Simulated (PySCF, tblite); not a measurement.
# C4H14AsBO3: geometry, infrared bands and NMR shifts

What infrared bands and NMR shifts should C4H14AsBO3 (`[H][As@OH27+]([H])([H])[B-](O)(OCC)OCC`) show?

The runs use tblite 0.8.0 and PySCF 2.14.0, with density-fitted response routines of our own; the level of theory stands in each step. All values are computed, except where a source is named. Atoms count from 0, in the outputs and in this text.

### Step 1. Starting geometry

23 atoms, charge 0, multiplicity 1; geometry from: force field or distance geometry start.

Bonds of the start (Å): C0–C1 1.51, C1–O2 1.43, O2–B3 1.48, B3–O4 1.48, B3–As5 2.07, B3–O6 1.50, O6–C7 1.41, C7–C8 1.52, C0–H9 1.12, C0–H10 1.11, C0–H11 1.12, C1–H12 1.10, C1–H13 1.12, O4–H14 0.98, As5–H15 1.57, As5–H16 1.55, As5–H17 1.56, C7–H18 1.11, C7–H19 1.11, C8–H20 1.12, C8–H21 1.10, C8–H22 1.11.

### Step 2. Geometry optimisation with GFN2-xTB

The job: settings as JSON, then the geometry in Å.

```
{"job": {"kind": "relax", "xc": "GFN2-xTB", "basis": "xTB"}, "charge": 0, "multiplicity": 1}
C     -2.887700     1.318900    -0.899500
C     -1.954200     0.138200    -0.841400
O     -0.813100     0.484300    -0.054000
B      0.055700    -0.683700     0.223500
O      0.237100    -1.543900    -0.961200
As    -0.798200    -1.816900     1.732700
O      1.384800    -0.213600     0.724600
C      2.039100     0.600200    -0.224400
C      3.392200     1.015600     0.320300
H     -3.787900     1.060300    -1.509000
H     -2.385200     2.190700    -1.360200
H     -3.237500     1.592800     0.125200
H     -1.648300    -0.118100    -1.861600
H     -2.503500    -0.723100    -0.391000
H      0.831100    -2.274700    -0.687600
H      0.472700    -2.352100     2.487300
H     -1.605300    -2.866300     0.917400
H     -1.632200    -0.740100     2.492700
H      2.207900     0.045400    -1.173600
H      1.451400     1.520800    -0.430800
H      3.250600     1.599100     1.265100
H      4.010200     0.125500     0.525100
H      3.915600     1.667600    -0.409600
```

The run is started by

```bash
$ OMP_NUM_THREADS=1 python probes_run.py task.json out
```

The driver reads the jobs from task.json and runs them one after another.

Log:

```text
step      E/eV     max force
  0    -857.39606    2.468
  1    -857.73399    1.819
  2    -858.19231    1.327
  3    -858.43662    1.299
  4    -858.79856    1.237
  5    -858.94927    1.227
  6    -859.14797    1.093
  7    -859.30293    0.977
  8    -859.46972    0.956
  9    -859.62612    0.842
 10    -859.75724    0.834
 11    -859.86277    0.819
 12    -859.93066    0.565
 13    -859.96810    0.467
 14    -859.99345    0.360
 15    -860.01167    0.315
 16    -860.02938    0.337
 17    -860.05043    0.324
 18    -860.07349    0.389
 19    -860.09384    0.278
 20    -860.10965    0.317
 21    -860.12288    0.267
 22    -860.13375    0.229
 23    -860.14171    0.195
 24    -860.14793    0.208
 25    -860.15372    0.216
 26    -860.15958    0.186
 27    -860.16573    0.200
 28    -860.17330    0.225
 29    -860.18392    0.262
 30    -860.19829    0.302
 31    -860.21323    0.269
 32    -860.22810    0.325
 33    -860.24421    0.451
 34    -860.26774    0.482
 35    -860.28610    0.448
 36    -860.31544    0.371
 37    -860.33621    0.404
 38    -860.36241    0.324
 39    -860.38247    0.411
 40    -860.40370    0.344
 41    -860.41547    0.229
 42    -860.42491    0.227
 43    -860.43231    0.257
 44    -860.44173    0.175
 45    -860.44635    0.146
 46    -860.44981    0.102
 47    -860.45232    0.121
 48    -860.45468    0.100
 49    -860.45675    0.115
 50    -860.45913    0.126
 51    -860.46241    0.119
 52    -860.46673    0.139
 53    -860.47184    0.150
 54    -860.47782    0.194
 55    -860.48551    0.214
 56    -860.49570    0.193
 57    -860.50709    0.220
 58    -860.51833    0.212
 59    -860.52649    0.173
 60    -860.53324    0.186
 61    -860.54066    0.191
 62    -860.54464    0.236
 63    -860.55146    0.161
 64    -860.55517    0.147
 65    -860.55962    0.136
 66    -860.56368    0.131
 67    -860.56821    0.116
 68    -860.57057    0.096
 69    -860.57221    0.116
 70    -860.57423    0.103
 71    -860.57643    0.090
 72    -860.57818    0.099
 73    -860.57968    0.094
 74    -860.58144    0.073
 75    -860.58315    0.083
 76    -860.58486    0.089
 77    -860.58691    0.126
 78    -860.58981    0.147
 79    -860.59317    0.128
 80    -860.59595    0.138
 81    -860.59835    0.095
 82    -860.60027    0.072
 83    -860.60171    0.066
 84    -860.60262    0.061
 85    -860.60325    0.055
 86    -860.60377    0.051
 87    -860.60453    0.053
 88    -860.60549    0.074
 89    -860.60648    0.071
 90    -860.60737    0.074
 91    -860.60837    0.088
 92    -860.60992    0.108
 93    -860.61250    0.119
 94    -860.61622    0.118
 95    -860.62029    0.147
 96    -860.62438    0.143
 97    -860.62794    0.121
 98    -860.63076    0.097
 99    -860.63270    0.164
100    -860.63455    0.111
101    -860.63617    0.075
102    -860.63733    0.059
103    -860.63779    0.054
104    -860.63845    0.049
105    -860.63900    0.047
106    -860.63959    0.041
107    -860.64019    0.050
108    -860.64100    0.055
109    -860.64211    0.073
110    -860.64350    0.074
111    -860.64492    0.070
112    -860.64621    0.090
113    -860.64752    0.081
114    -860.64906    0.083
115    -860.65046    0.074
116    -860.65128    0.044
117    -860.65182    0.059
118    -860.65230    0.055
119    -860.65299    0.068
120    -860.65380    0.090
121    -860.65450    0.071
122    -860.65499    0.045
123    -860.65538    0.036
124    -860.65584    0.054
125    -860.65644    0.075
126    -860.65714    0.067
127    -860.65789    0.053
128    -860.65863    0.050
129    -860.65951    0.080
130    -860.66068    0.112
131    -860.66206    0.099
132    -860.66335    0.085
133    -860.66450    0.067
134    -860.66559    0.068
135    -860.66648    0.056
136    -860.66721    0.055
137    -860.66780    0.053
138    -860.66843    0.073
139    -860.66924    0.066
140    -860.67014    0.064
141    -860.67095    0.051
142    -860.67156    0.048
143    -860.67205    0.042
144    -860.67252    0.043
145    -860.67289    0.056
146    -860.67321    0.048
147    -860.67353    0.039
148    -860.67398    0.039
149    -860.67456    0.048
150    -860.67529    0.051
151    -860.67593    0.055
152    -860.67644    0.046
153    -860.67681    0.042
154    -860.67714    0.047
155    -860.67752    0.037
156    -860.67793    0.047
157    -860.67836    0.056
158    -860.67878    0.058
159    -860.67916    0.057
160    -860.67951    0.049
161    -860.67986    0.043
162    -860.68022    0.041
163    -860.68056    0.049
164    -860.68091    0.050
165    -860.68120    0.048
166    -860.68138    0.031
167    -860.68148    0.024
168    -860.68156    0.025
169    -860.68166    0.023
170    -860.68178    0.021
171    -860.68192    0.017
172    -860.68205    0.021
173    -860.68216    0.024
174    -860.68228    0.024
175    -860.68244    0.024
176    -860.68267    0.024
177    -860.68296    0.030
178    -860.68329    0.038
179    -860.68369    0.041
180    -860.68425    0.046
181    -860.68493    0.049
182    -860.68557    0.049
183    -860.68611    0.052
184    -860.68663    0.042
185    -860.68712    0.038
186    -860.68761    0.032
187    -860.68786    0.028
188    -860.68799    0.021
189    -860.68808    0.017
190    -860.68814    0.012
191    -860.68817    0.012
192    -860.68820    0.011
193    -860.68822    0.010
```

Run time: 8.1 s. Hardware: 1 thread of AMD EPYC, shared host; peak memory 0.18 GiB.

The steps of the relaxation: (not every step is listed)

```csv
step,energy from step 0 (eV),largest force (eV/Å)
0,0.0000,2.4675
1,-0.3379,1.8187
2,-0.7962,1.3271
3,-1.0406,1.2995
4,-1.4025,1.2366
5,-1.5532,1.2267
6,-1.7519,1.0932
7,-1.9069,0.9770
8,-2.0737,0.9557
26,-2.7635,0.1860
44,-3.0457,0.1755
62,-3.1486,0.2355
80,-3.1999,0.1377
98,-3.2347,0.0969
116,-3.2552,0.0445
134,-3.2695,0.0681
152,-3.2804,0.0462
170,-3.2857,0.0207
188,-3.2919,0.0210
189,-3.2920,0.0166
190,-3.2921,0.0115
191,-3.2921,0.0123
192,-3.2921,0.0114
193,-3.2922,0.0101
```

Close pairs (by a distance rule), those that changed most:

```csv
bond,before (Å),after (Å),change (Å)
B3–As5,2.071,2.952,+0.880
B3–O6,1.496,1.362,-0.134
O2–B3,1.482,1.357,-0.125
B3–O4,1.475,1.365,-0.110
As5–H15,1.572,1.492,-0.080
As5–H16,1.555,1.490,-0.065
As5–H17,1.560,1.518,-0.041
C0–H9,1.117,1.087,-0.031
```

The next job starts from the end point, and lists it.

### Step 3. Infrared spectrum with GFN2-xTB

The job: settings as JSON, then the geometry in Å.

```
{"job": {"kind": "ir", "xc": "GFN2-xTB", "basis": "xTB"}, "charge": 0, "multiplicity": 1}
C     -2.792994     1.128875    -0.665249
C     -1.966239     0.047773    -1.345252
O     -0.598736     0.234301    -1.023261
B      0.255095    -0.807880    -0.859418
O     -0.169157    -2.102149    -0.945585
As    -0.395637    -0.623411     2.013577
O      1.559004    -0.588897    -0.532364
C      2.102780     0.717053    -0.422358
C      3.011560     0.794702     0.795722
H     -3.840825     1.013920    -0.928729
H     -2.450829     2.111026    -0.980575
H     -2.681610     1.052408     0.416418
H     -2.071896     0.111087    -2.435349
H     -2.288690    -0.947815    -1.021851
H      0.541783    -2.726883    -0.805941
H      0.471436    -1.834698     2.098685
H     -1.542417    -1.478275     1.595298
H     -0.800419    -0.875803     3.455043
H      2.672728     0.920106    -1.337648
H      1.289244     1.444740    -0.342315
H      2.435456     0.594324     1.699334
H      3.805262     0.056320     0.718131
H      3.450347     1.786159     0.863765
```

Log:

```text
mode    cm-1     km/mol
  1       8.9      0.01
  2      49.3      0.02
  3      52.7      0.15
  4      64.0      0.09
  5      84.5      0.39
  6     103.2      1.51
  7     118.3     14.01
  8     132.6      1.42
  9     149.6      1.93
 10     179.5      0.11
 11     195.7      2.04
 12     200.2      0.45
 13     231.5      1.21
 14     245.5      4.82
 15     353.4     10.09
 16     355.1      1.09
 17     454.4      6.54
 18     504.9     34.54
 19     526.4      6.52
 20     579.7    300.35
 21     769.5      1.50
 22     826.5      6.59
 23     830.8      4.95
 24     898.0     71.33
 25     974.7     31.61
 26     981.1     34.79
 27    1009.8    227.77
 28    1038.9    105.65
 29    1047.7     80.72
 30    1084.8     12.69
 31    1093.0      7.14
 32    1112.8     10.42
 33    1125.6     14.13
 34    1146.3      8.10
 35    1149.6     41.49
 36    1238.4    473.68
 37    1249.3     33.85
 38    1261.2    215.69
 39    1283.6    489.78
 40    1331.6      5.67
 41    1343.8     46.90
 42    1392.4      3.97
 43    1394.6      3.37
 44    1467.9      1.09
 45    1470.3      1.47
 46    1470.9      2.08
 47    1473.7      1.81
 48    1484.7      2.68
 49    1487.2      2.14
 50    1835.8    847.76
 51    1991.2    742.15
 52    2008.2    495.36
 53    2895.3     26.77
 54    2896.7     77.89
 55    2923.6     32.00
 56    2932.9     28.42
 57    2997.4     37.18
 58    3001.4     48.48
 59    3045.2     29.88
 60    3045.6     14.37
 61    3047.9      6.26
 62    3048.2     46.70
 63    3644.5     25.14
```

It took 7.2 s on 1 thread of AMD EPYC, shared host; peak memory 0.18 GiB.

The strongest bands and the atoms that carry them (share of the mass-weighted mode):

```csv
cm⁻¹,km/mol,atoms
580,300.4,"B3 62 %, H14 18 %, O4 11 %"
1010,227.8,"H15 40 %, H16 38 %, H17 19 %"
1238,473.7,"B3 38 %, H18 19 %, O6 11 %"
1261,215.7,"H19 33 %, B3 23 %, H18 18 %, O6 10 %"
1284,489.8,"B3 50 %, O2 17 %, H13 13 %"
1836,847.8,H17 98 %
1991,742.1,"H15 88 %, H16 10 %"
2008,495.4,"H16 88 %, H15 10 %"
```

The optimised geometry no longer has the bonds of the starting formula, so what follows describes that rearranged structure.

### Step 4. Shielding tensors: PBE0/pcSseg-1

Same as in step 3 but for these lines:

```diff
@@ -1,2 +1,2 @@
-{"job": {"kind": "ir", "xc": "GFN2-xTB", "basis": "xTB"}, "charge": 0, "multiplicity": 1}
+{"job": {"kind": "nmr", "xc": "PBE0", "basis": "pcSseg-1"}, "charge": 0, "multiplicity": 1}
 C     -2.792994     1.128875    -0.665249
```

Method: GIAO PBE0/pcSseg-1 NMR shielding, non-relativistic, gas phase.

Log:

```text
coarse grid: 83384 points
cycle   1  E = -2646.1658010112  dE =  1.104e-01  |g| = 1.179e+00  |ddm| = 4.002e+00
cycle   2  E = -2646.0346962290  dE =  1.311e-01  |g| = 1.391e+00  |ddm| = 1.503e+00
cycle   3  E = -2646.3483231111  dE = -3.136e-01  |g| = 1.692e-01  |ddm| = 9.764e-01
cycle   4  E = -2646.3524216564  dE = -4.099e-03  |g| = 5.409e-02  |ddm| = 1.073e-01
cycle   5  E = -2646.3528353416  dE = -4.137e-04  |g| = 1.476e-02  |ddm| = 3.869e-02
cycle   6  E = -2646.3528715669  dE = -3.623e-05  |g| = 4.200e-03  |ddm| = 1.062e-02
cycle   7  E = -2646.3528744901  dE = -2.923e-06  |g| = 7.786e-04  |ddm| = 3.208e-03
final grid: 177952 points
cycle   8  E = -2646.3530053742  dE = -3.931e-08  |g| = 9.492e-04  |ddm| = 2.161e-03
cycle   9  E = -2646.3530052519  dE =  1.223e-07  |g| = 1.262e-03  |ddm| = 1.560e-03
cycle  10  E = -2646.3530055682  dE = -3.163e-07  |g| = 1.307e-04  |ddm| = 8.252e-04
cycle  11  E = -2646.3530055716  dE = -3.442e-09  |g| = 1.904e-05  |ddm| = 1.028e-04
cycle  12  E = -2646.3530055717  dE = -4.366e-11  |g| = 3.720e-06  |ddm| = 1.323e-05
converged SCF energy = -2646.3530055717

GIAO shielding tensors (ppm)
atom      isotropic    diamagn.    paramagn.     s11        s22        s33       span
  0 C      167.759     247.720     -79.962    151.591    167.676    184.009     32.418
  1 C      123.614     242.687    -119.073     92.817    110.737    167.286     74.469
  2 O      233.638     402.894    -169.256    129.902    262.397    308.615    178.713
  3 B       83.927     201.101    -117.174     79.216     83.118     89.447     10.232
  4 O      239.887     390.291    -150.404    166.565    270.340    282.755    116.190
  5 As    1974.739    2879.071    -904.332   1873.502   2011.995   2038.720    165.218
  6 O      232.072     400.241    -168.170    131.627    267.985    296.602    164.975
  7 C      124.296     245.854    -121.558     92.821    112.470    167.597     74.776
  8 C      167.882     248.129     -80.247    152.141    167.430    184.073     31.932
  9 H       30.797      27.234       3.562     26.751     27.356     38.283     11.532
 10 H       30.175      29.851       0.324     26.588     28.179     35.758      9.169
 11 H       30.172      31.537      -1.364     24.958     31.096     34.463      9.505
 12 H       27.691      28.781      -1.090     22.136     26.992     33.945     11.810
 13 H       27.209      31.103      -3.894     22.702     28.173     30.753      8.051
 14 H       28.615      33.850      -5.235     22.624     24.686     38.534     15.911
 15 H       29.863      32.098      -2.235     22.470     25.791     41.328     18.858
 16 H       29.666      31.984      -2.317     22.307     25.852     40.840     18.533
 17 H       29.465      29.350       0.115     21.890     23.191     43.315     21.425
 18 H       27.856      30.206      -2.350     22.486     27.123     33.960     11.474
 19 H       27.011      33.740      -6.729     22.057     28.739     30.237      8.180
 20 H       30.089      31.882      -1.793     24.462     31.052     34.752     10.289
 21 H       30.335      29.008       1.326     26.798     27.861     36.344      9.547
 22 H       30.848      28.223       2.624     26.790     27.562     38.191     11.401
```

Wall time 3.2 min (1 thread of AMD EPYC, shared host); peak memory 1.1 GiB.

The references, computed at this level on geometries of the same kind, shield at (ppm): 1H TMS 31.72, 13C TMS 186.9, 17O H2O 336.1, 11B BF3·OEt2 100.1, 75As AsH3 1989. Their shielding less the atom's gives the shift. The references are single molecules in the gas phase, so shifts against H2O, NH3, PH3, H3PO4 or CFCl3 are not on the usual liquid scales and can be off by tens of ppm. Shifts against hydride references such as AlH4− lie on their own scale. Each atom is listed at this fixed geometry, with no averaging over motion; a spectrum would average atoms that exchange fast.

```csv
atoms,σ (ppm),δ (ppm)
C1,123.6,63.3
C7,124.3,62.6
C0,167.8,19.2
C8,167.9,19.0
H19,27.01,4.71
H13,27.21,4.51
H12,27.69,4.03
H18,27.86,3.86
H14,28.61,3.10
H17,29.47,2.25
H16,29.67,2.05
H15,29.86,1.85
H20,30.09,1.63
H11,30.17,1.54
H10,30.18,1.54
H21,30.33,1.38
H9,30.80,0.92
H22,30.85,0.87
O6,232.1,104.0
O2,233.6,102.4
O4,239.9,96.2
B3,83.9,16.1
As5,1975,14
```

The run also stored atomic charges by several schemes (e):

```csv
atoms,Mulliken,IAO,Hirshfeld,ESP fit
C0,-0.28,-0.42,-0.12,-0.46
C1,0.01,-0.04,0.01,0.35
O2,-0.55,-0.43,-0.17,-0.46
B3,0.72,0.57,0.26,0.71
O4,-0.44,-0.58,-0.26,-0.72
As5,-0.20,0.08,0.13,-0.06
O6,-0.54,-0.44,-0.19,-0.55
C7,0.02,-0.04,0.01,0.41
C8,-0.29,-0.42,-0.13,-0.49
```

Mayer bond orders: C0–C1 1.07, C1–O2 0.87, O2–B3 1.06, B3–O4 1.15, B3–As5 0.03, B3–O6 1.11, O6–C7 0.86, C7–C8 1.07.

### Step 5. Results

| quantity | value |
| --- | --- |
| strongest single infrared mode (GFN2-xTB) | 1836 cm⁻¹, 848 km/mol |
| zero-point energy (GFN2-xTB) | 112.0 kcal/mol |
| 13C shifts against TMS (PBE0/pcSseg-1) | 63.3, 62.6, 19.2, 19.0 ppm |
| 1H shifts against TMS (PBE0/pcSseg-1) | 4.71, 4.51, 4.03, 3.86, 3.10, 2.25, 2.05, 1.85, 1.63, 1.54, 1.54, 1.38, 0.92, 0.87 ppm |
| 17O shifts against H2O (PBE0/pcSseg-1) | 104.0, 102.4, 96.2 ppm |
| 11B shifts against BF3·OEt2 (PBE0/pcSseg-1) | 16.1 ppm |
| 75As shifts against AsH3 (PBE0/pcSseg-1) | 14 ppm |

**Reading.** Relaxing lowered the energy by 3.292 eV in 193 steps; the close pair that moved most is B3–As5, from 2.071 to 2.952 Å. All 63 modes are real, so the xTB geometry is a minimum. The strongest single mode, at 1836 cm⁻¹, moves mainly H17. Unscaled tight-binding wavenumbers are off by several per cent, some by more. Its intensities can rank the bands wrongly. The structure rearranged or came apart on optimisation; the results belong to the end geometry, not to the formula as drawn. Shifts at one fixed geometry are not the observed spectrum, which averages over the motion. At PBE0/pcSseg-1: Shielding is most anisotropic at O2 (span 179 ppm, paramagnetic term -169 ppm). Spin-orbit coupling is left out, which matters for shieldings and couplings at and beside the heavy atoms.
